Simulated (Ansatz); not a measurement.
# GeH3Cl (chlorogermane) at PBE/def2-TZVP

What is the electronic atomisation energy of GeH3Cl (chlorogermane) at PBE/def2-TZVP? 

The calculation is run with Ansatz 0.2.0.

46 further runs of the same task are left out: 6 that didn't finish, 40 set aside as unsound or not needed.

## 1. The structure to begin with

The species is GeH3Cl (5 atoms), meant as a singlet with charge 0. As SMILES, `[Cl][GeH3]`. The shape is that of a PBE0-D4/def2-TZVP optimisation.

Bond lengths: Cl1–Ge2 2.155 Å, Ge2–H3 1.532 Å, Ge2–H4 1.532 Å, Ge2–H5 1.532 Å. Angles: Cl1–Ge2–H3 107.1°, Cl1–Ge2–H4 107.1°, Cl1–Ge2–H5 107.1°, H3–Ge2–H4 111.7°, H3–Ge2–H5 111.7°, H4–Ge2–H5 111.7°.

## 2. A single-point energy at PBE/def2-TZVP

The input, in.yaml:

```yaml
crystal:
  periodic: [false, false, false]
  atoms:
    - {symbol: Cl, position_ang: [-1.875800, -0.025100, 0.641300]}
    - {symbol: Ge, position_ang: [0.161800, -0.013900, -0.060600]}
    - {symbol: H, position_ang: [0.160400, 0.656200, -1.438100]}
    - {symbol: H, position_ang: [0.619000, -1.473700, -0.140600]}
    - {symbol: H, position_ang: [0.984500, 0.782900, 0.956700]}
basis:
  gaussian:
    orbitals: def2-TZVP
output: {orbitals: {seedname: orbitals}}
accuracy: high
hamiltonian:
  xc: pbe
```

Run with:

```
$ ansatz run in.yaml --threads 1 --pin off --max-ram 3480MiB --events-out events.jsonl --progress --plain --runs-dir runs
```

The log of the run:

```text
Warning: RAYON_NUM_THREADS=1 ignored (pool sized by the plan → 1); use --threads N
Functional definition: PBE
  name "PBE"
  parameter kappa = 0.804
  parameter beta = 0.06672455060314922
  exchange = pbe_x(kappa = kappa, mu = beta*pi^2/3)
  correlation = pbe_c(beta = beta)
1678 factors; integrals over basis functions are off by at most 4.4e-9 eV
mean field evaluation 1: about -69076.1292 eV, gradient 2.7e1 eV
mean field evaluation 2: about -69076.1204 eV, gradient 3.4e1 eV
mean field evaluation 4: about -69077.0922 eV, gradient 1.5e0 eV
mean field evaluation 8: about -69077.0983 eV, gradient 3.9e-2 eV
mean field evaluation 16: about -69077.0983 eV, gradient 3.9e-6 eV
mean field -69077.09833764 eV, -2538.5365417694 hartree, gradient 2.1e-8 eV, S^2 0.000000; 0 other end points of the search recorded, 0 dependent functions left out
reference -69077.09834065 eV, -2538.5365418798 hartree; 26, 26 occupied and 77, 77 virtual orbitals, 1678 factors
Total energy: -69077.09834065 eV, -2538.5365418798 hartree
```

It took 5.7 s on 1 thread of Arm Neoverse V1, shared host; peak memory 0.21 GiB.

## 3. The Cl atom at the same level

The input, input.yaml:

```yaml
crystal:
  periodic: [false, false, false]
  atoms:
    - symbol: Cl
      position_ang: [0.000000, 0.000000, 0.000000]
basis:
  gaussian:
    orbitals: def2-TZVP
magnetization:
  spin_polarized: true
  initial_magnetization: 1
hamiltonian:
  xc: {name: PBE}
accuracy: high
```

Run with:

```
$ ansatz run input.yaml --threads 1 --pin off --max-ram 3480MiB --events-out events.jsonl --progress --plain --runs-dir runs
```

The log of the run, cut to the lines that bear on the results:

```text
Warning: RAYON_NUM_THREADS=1 ignored (pool sized by the plan → 1); use --threads N
[... 6 set-up lines as earlier in the session ...]
366 factors; integrals over basis functions are off by at most 3.1e-9 eV
mean field evaluation 1: about -12515.9724 eV, gradient 5.1e0 eV
mean field evaluation 2: about -12516.0722 eV, gradient 3.0e0 eV
mean field evaluation 4: about -12516.1054 eV, gradient 6.9e-2 eV
mean field evaluation 8: about -12516.1056 eV, gradient 3.5e-5 eV
mean field evaluation 16: about -12516.1056 eV, gradient 2.1e-8 eV
mean field evaluation 32: about -12516.1052 eV, gradient 2.1e-1 eV
mean field -12516.10556011 eV, -459.9583956130 hartree, gradient 7.8e-9 eV, S^2 0.752922; 2 other end points of the search recorded, 0 dependent functions left out
reference -12516.10556167 eV, -459.9583956705 hartree; 9, 8 occupied and 28, 29 virtual orbitals, 366 factors
Total energy: -12516.10556167 eV, -459.9583956705 hartree
```

It took 1.6 s on 1 thread of Arm Neoverse V1, shared host.

## 4. The Ge atom at the same level

The input, molecule.yaml:

```yaml
crystal:
  periodic: [false, false, false]
  atoms:
    - {symbol: Ge, position_ang: [0.000000, 0.000000, 0.000000]}
basis:
  gaussian: {orbitals: def2-TZVP}
accuracy: high
magnetization: {spin_polarized: true, initial_magnetization: 2}
hamiltonian: {xc: pbe}
```

Run the same way, it converges to -2076.60177 Eh (log not shown).

## 5. The H atom at the same level

The input, molecule.yaml:

```yaml
crystal:
  periodic: [false, false, false]
  atoms:
    - symbol: H
      position_ang: [0.000000, 0.000000, 0.000000]
basis:
  gaussian: {orbitals: def2-TZVP}
magnetization: {spin_polarized: true, initial_magnetization: 1}
accuracy: high
hamiltonian: {xc: pbe}
```

Run with:

```
$ ansatz run molecule.yaml --threads 1 --pin off --max-ram 3480MiB --events-out events.jsonl --progress --plain --runs-dir runs
```

The log of the run, cut to the lines that bear on the results:

```text
Warning: RAYON_NUM_THREADS=1 ignored (pool sized by the plan → 1); use --threads N
[... 6 set-up lines as earlier in the session ...]
21 factors; integrals over basis functions are off by at most 4.9e-8 eV
mean field evaluation 1: about -13.5916 eV, gradient 5.5e-1 eV
mean field evaluation 2: about -13.5959 eV, gradient 8.6e-2 eV
mean field evaluation 4: about -13.5952 eV, gradient 3.1e-3 eV
mean field evaluation 8: about -13.5952 eV, gradient 1.4e-6 eV
mean field -13.59523232 eV, -0.4996155727 hartree, gradient 7.3e-9 eV, S^2 0.750000; 0 other end points of the search recorded, 0 dependent functions left out
reference -13.59523475 eV, -0.4996156620 hartree; 1, 0 occupied and 5, 6 virtual orbitals, 21 factors
Total energy: -13.59523475 eV, -0.4996156620 hartree
```

It took 0.14 s on 1 thread of Arm Neoverse V1, shared host.

## 6. Outcome

At PBE/def2-TZVP:

| quantity | value |
| --- | --- |
| molecule: total energy | -2538.53654 Eh |
| molecule: HOMO energy | -7.39 eV |
| molecule: LUMO energy | -1.20 eV |
| molecule: HOMO–LUMO gap | 6.19 eV |
| Cl atom: total energy | -459.95840 Eh |
| Cl atom: ⟨S²⟩ | 0.753 |
| Ge atom: total energy | -2076.60177 Eh |
| Ge atom: ⟨S²⟩ | 2.002 |
| H atom: total energy | -0.49962 Eh |
| H atom: ⟨S²⟩ | 0.750 |
| electronic atomisation energy | 12.994 eV |

In words: Taking the molecule apart into free atoms costs 12.99 eV (1254 kJ/mol), before zero-point energy and without spin-orbit coupling.
